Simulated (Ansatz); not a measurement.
# CH3ClFNSi2: basis-set convergence

How large a basis does CH3ClFNSi2 need? Two functionals are run in growing sets.

The runs use Ansatz 0.2.0, Gaussian basis; one geometry, several basis sets.

Plan: PBE0-D4/def2-SVP; ωB97M-V/def2-SVP; PBE0-D4/def2-QZVPP; ωB97M-V/def2-QZVPP; the functionals' def2-TZVPP values are taken from earlier runs.

## Step 1: The geometry

All runs share one geometry, relaxed beforehand with PBE0-D4 in a triple-zeta def2 set.

SMILES `N#C[SiH](Cl)[SiH2]F`, 9 atoms, charge 0, spin multiplicity 1.

Atoms are counted from 1 here; the program's logs count them from 0.

Bond lengths: N1–C2 1.152 Å, C2–Si3 1.848 Å, Si3–Cl4 2.043 Å, Si3–Si5 2.349 Å, Si3–H7 1.479 Å, Si5–F6 1.600 Å, Si5–H8 1.482 Å, Si5–H9 1.483 Å. Angles: N1–C2–Si3 176.0°, C2–Si3–Cl4 108.2°, C2–Si3–Si5 105.8°, C2–Si3–H7 106.8°, Cl4–Si3–Si5 111.1°, Cl4–Si3–H7 109.4°, Si5–Si3–H7 115.2°, Si3–Si5–F6 108.3°, Si3–Si5–H8 109.7°, Si3–Si5–H9 109.8°, F6–Si5–H8 109.0°, F6–Si5–H9 108.8°, H8–Si5–H9 111.1°.

## Step 2: PBE0-D4 in def2-SVP

Contents of in.yaml:

```yaml
crystal:
  periodic: [false, false, false]
  atoms:
    - {symbol: N, position_ang: [1.719308, -2.434969, 0.733851]}
    - {symbol: C, position_ang: [1.352134, -1.518585, 0.139263]}
    - {symbol: Si, position_ang: [0.688487, -0.019088, -0.712362]}
    - {symbol: Cl, position_ang: [0.031720, -0.575828, -2.565578]}
    - {symbol: Si, position_ang: [-1.089428, 0.738416, 0.623246]}
    - {symbol: F, position_ang: [-1.675354, 2.076941, -0.029740]}
    - {symbol: H, position_ang: [1.817096, 0.926237, -0.855652]}
    - {symbol: H, position_ang: [-2.157725, -0.287687, 0.662079]}
    - {symbol: H, position_ang: [-0.597735, 1.048263, 1.987794]}
basis:
  gaussian: {orbitals: def2-SVP}
hamiltonian: {xc: pbe0, dispersion: d4}
output: {orbitals: {seedname: orbitals}}
```

Further steps of the session: ωB97M-V in def2-SVP; PBE0-D4 in def2-QZVPP; ωB97M-V in def2-QZVPP.

**Question.** What will the summary of the whole plan be? Wanted: PBE0-D4: double and triple zeta above quadruple; ωB97M-V: double and triple zeta above quadruple.

The runs gave:

| quantity | value |
| --- | --- |
| PBE0-D4: double and triple zeta above quadruple | 17.66, 1.19 eV |
| ωB97M-V: double and triple zeta above quadruple | 17.71, 1.11 eV |

In words: PBE0-D4 gains 16.47 eV from double to triple zeta, then 1.19 eV more. Total energies overstate the basis error of differences, where much of it tends to cancel.
